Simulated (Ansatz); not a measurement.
# Sb2Ru: compression at zero temperature

An exercise on one series of results from a longer session: the logs are not shown, and one member is left open.

Computed with Ansatz 0.2.0 (DFT r2SCAN, scalar-relativistic, plane waves, PAW, unless a step's input says otherwise).

1 further run of the same task is left out (set aside as unsound or not needed).

### The starting structure

It takes space group Pnnm (No. 58, orthorhombic). The conventional cell has a = 5.978 Å, b = 6.714 Å, c = 3.214 Å, α = 90.00°, β = 90.00°, γ = 90.00°. Sb (site symmetry m) is surrounded by 3 Ru at 2.64 to 2.66 Å and 1 Sb at 2.89 Å. Around Ru (site symmetry 2/m) lie 6 Sb at 2.64 to 2.66 Å.

As a file:

```
Sb Ru
1.0
     5.97838    0.00000    0.00000
     0.00000    6.71389    0.00000
     0.00000    0.00000    3.21365
Sb Ru
4 2
Direct
  0.18251 0.35879 0.00000
  0.81749 0.64121 0.00000
  0.68251 0.14121 0.50000
  0.31749 0.85879 0.50000
  0.00000 0.00000 0.00000
  0.50000 0.50000 0.50000
```

This cell was relaxed beforehand with the same method: volume 21.50 Å³/atom, gap on the mesh 0.17 eV.

The first run:

Contents of input.yaml:

```yaml
crystal:
  lattice:
    - [5.9783824944, 0.0, 0.0]
    - [0.0, 6.7138927296, 0.0]
    - [0.0, 0.0, 3.2136509161]
  atoms:
    - { symbol: Sb, position: [0.18251437, 0.3587863184, 0.0] }
    - { symbol: Sb, position: [0.81748563, 0.6412136816, 0.0] }
    - { symbol: Sb, position: [0.68251437, 0.1412136816, 0.5] }
    - { symbol: Sb, position: [0.31748563, 0.8587863184, 0.5] }
    - { symbol: Ru, position: [0.0, 0.0, 0.0] }
    - { symbol: Ru, position: [0.5, 0.5, 0.5] }
basis:
  ecutwfc: 500
kpoints:
  mp_grid: { grid: [6, 6, 12] }
  band_path: { path: [VBM, CBM], npoints: 2 }
hamiltonian:
  xc: r2scan
scf:
  occupations: { method: gaussian, width: 0.01 }
output:
  forces: true
  stress: true
  eigenvalues: true
checkpoint:
  read: start.run
  write: ck
  compress: false
  write_wavefunctions: false
  write_every: 100000
```

Started as:

```
$ ansatz run input.yaml --threads 1 --pin off --max-ram 2560MiB --backend cpu --events-out ev --progress --plain --runs-dir out
```

Among the steps run: Seeking the band edges; Target pressure -1 GPa; The gap over the whole zone at -1 GPa; Target pressure 1 GPa; Band edges over the zone at 1 GPa; 4 GPa; The gap over the whole zone at 4 GPa; Target pressure 12 GPa; Seeking the band edges at 12 GPa; Target pressure 25 GPa; The gap over the whole zone at 25 GPa; 50 GPa; Seeking the band edges at 50 GPa; Relaxing at 90 GPa.

One table of the session follows, with a row left open; its other results are not shown here.

It belongs to the step «Volume, cell and gap against pressure». Lengths are those of the vectors of the cell that was run:

| P (GPa) | V (Å³/atom) | a (Å) | b (Å) | c (Å) | ΔH (eV/atom) |
| --- | --- | --- | --- | --- | --- |
| -1 | 21.68 | 5.990 | 6.731 | 3.226 | -0.135 |
| 0 | 21.50 | 5.978 | 6.714 | 3.214 | 0.000 |
| 1 | 21.34 | 5.968 | 6.697 | 3.203 | 0.134 |
| 4 | 20.87 | 5.933 | 6.655 | 3.171 | 0.529 |
| 12 | 19.85 | 5.858 | 6.559 | 3.100 | 1.544 |
| 25 | ? | ? | ? | ? | ? |
| 50 | 17.05 | 5.619 | 6.277 | 2.901 | 5.879 |
| 90 | 15.44 | 5.455 | 6.105 | 2.782 | 9.920 |

Q: Estimate the row for P (GPa) = 25 from the others.

Worked estimate for «V (Å³/atom)». A straight line through the neighbours (12, 19.85) and (50, 17.05) gives 19.85 + (17.05 − 19.85) × (25 − 12) / (50 − 12) = 18.89; a parabola fitted to 4 rows on both sides gives 18.80.

As computed: V (Å³/atom): 18.64; a (Å): 5.760; b (Å): 6.440; c (Å): 3.015; ΔH (eV/atom): 3.103. In «V (Å³/atom)» the line misses by +0.25 and the parabola by +0.16.

ΔH is E + PV over the energy at zero pressure; a, b and c are the vectors of the computed cell.

Caveats from the session: Other structures may take over in this range; these runs cannot find them.
